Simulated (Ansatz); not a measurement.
**F3GeH3OSi: up Jacob's ladder to CCSD(T)**

An exercise on one series of results from a longer session: the logs are not shown, and one member is left open.

Method: functionals in def2-TZVPP, the program's frozen cores in correlated methods; program: Ansatz 0.2.0, Gaussian basis.

The runs, in order: LDA (SPW92), PBE-D4, revPBE-D4, BLYP-D4, r2SCAN-D4, B97M-V, PBE0-D4, B3LYP-D4, r2SCANh-D4, r2SCAN0-D4, HSE06-D4, BHLYP-D4, CAM-B3LYP-D4, LC-ωPBE, ωB97X-V, ωB97M-V, B2PLYP, PBE-QIDH; CCSD(T)/def2-SVP; CCSD(T)/def2-TZVPP; MP2/def2-QZVPP; extrapolation to the limit; RPA on PBE.

## The geometry

An earlier PBE0-D4 in a triple-zeta def2 set relaxation fixed the geometry.

SMILES `[F][Ge]([F])([F])[O][SiH3]`, 9 atoms, charge 0, spin multiplicity 1.

Atoms are counted from 1 here; the program's logs count them from 0.

Bond lengths: F1–Ge2 1.698 Å, Ge2–F3 1.703 Å, Ge2–F4 1.698 Å, Ge2–O5 1.712 Å, O5–Si6 1.659 Å, Si6–H7 1.483 Å, Si6–H8 1.483 Å, Si6–H9 1.479 Å. Angles: F1–Ge2–F3 108.0°, F1–Ge2–F4 107.5°, F1–Ge2–O5 110.8°, F3–Ge2–F4 108.0°, F3–Ge2–O5 111.5°, F4–Ge2–O5 110.8°, Ge2–O5–Si6 137.6°, O5–Si6–H7 109.7°, O5–Si6–H8 109.7°, O5–Si6–H9 106.2°, H7–Si6–H8 109.8°, H7–Si6–H9 110.7°, H8–Si6–H9 110.7°.

The first run:

in.yaml

```yaml
crystal:
  periodic: [false, false, false]
  atoms:
    - {symbol: F, position_ang: [2.718574, -0.752049, -0.074700]}
    - {symbol: Ge, position_ang: [1.120211, -0.847081, -0.638913]}
    - {symbol: F, position_ang: [0.995473, 0.123512, -2.033118]}
    - {symbol: F, position_ang: [0.833348, -2.457503, -1.093445]}
    - {symbol: O, position_ang: [0.016929, -0.350010, 0.571754]}
    - {symbol: Si, position_ang: [-1.148665, 0.814325, 0.763076]}
    - {symbol: H, position_ang: [-2.201558, 0.642151, -0.267011]}
    - {symbol: H, position_ang: [-0.537218, 2.159501, 0.636436]}
    - {symbol: H, position_ang: [-1.708493, 0.620854, 2.118819]}
basis:
  gaussian: {orbitals: def2-TZVPP}
hamiltonian: {xc: lda}
output: {orbitals: {seedname: orbitals}}
```

On the command line:

```sh
$ ansatz run in.yaml --threads 4 --pin off --events-out ev --progress --plain --max-ram 11315MiB
```

Steps of the session up to this table: LDA; PBE-D4 (GGA); revPBE-D4 (GGA); BLYP-D4 (GGA); r2SCAN-D4 (meta-GGA); B97M-V (meta-GGA); PBE0-D4 (hybrid); B3LYP-D4 (hybrid); r2SCANh-D4 (hybrid); r2SCAN0-D4 (hybrid); HSE06-D4 (hybrid); BHLYP-D4 (hybrid); CAM-B3LYP-D4 (range-separated); LC-ωPBE (range-separated); ωB97X-V (range-separated); ωB97M-V (range-separated); B2PLYP (double hybrid); PBE-QIDH (double hybrid).

One table of the session follows, with a row left open; its other results are not shown here.

It belongs to the step «Orbital energies across the functionals». 

| functional | HOMO (eV) | gap (eV) |
| --- | --- | --- |
| LDA (SPW92) | -8.27 | 5.42 |
| PBE-D4 | -8.17 | 5.72 |
| revPBE-D4 | -8.13 | 5.84 |
| BLYP-D4 | -8.10 | 5.68 |
| r2SCAN-D4 | ? | ? |
| B97M-V | -8.64 | 6.44 |
| PBE0-D4 | -9.66 | 8.28 |
| B3LYP-D4 | -9.46 | 7.72 |
| r2SCANh-D4 | -9.11 | 7.41 |
| r2SCAN0-D4 | -9.92 | 8.78 |
| HSE06-D4 | -9.26 | 7.50 |
| BHLYP-D4 | -11.09 | 10.71 |
| CAM-B3LYP-D4 | -11.12 | 10.73 |
| LC-ωPBE | -12.48 | 13.47 |
| ωB97X-V | -12.13 | 12.96 |
| ωB97M-V | -11.96 | 12.54 |

Estimate the missing values for r2SCAN-D4.

Worked estimate for «HOMO (eV)». Against the share of exact exchange, r2SCANh-D4 (0.1, -9.11), r2SCAN0-D4 (0.25, -9.92) give a slope of -5.40 per unit share; at 0 the line stands at -8.57.

As computed: HOMO (eV): -8.56; gap (eV): 6.49. In «HOMO (eV)» the line misses by -0.01.
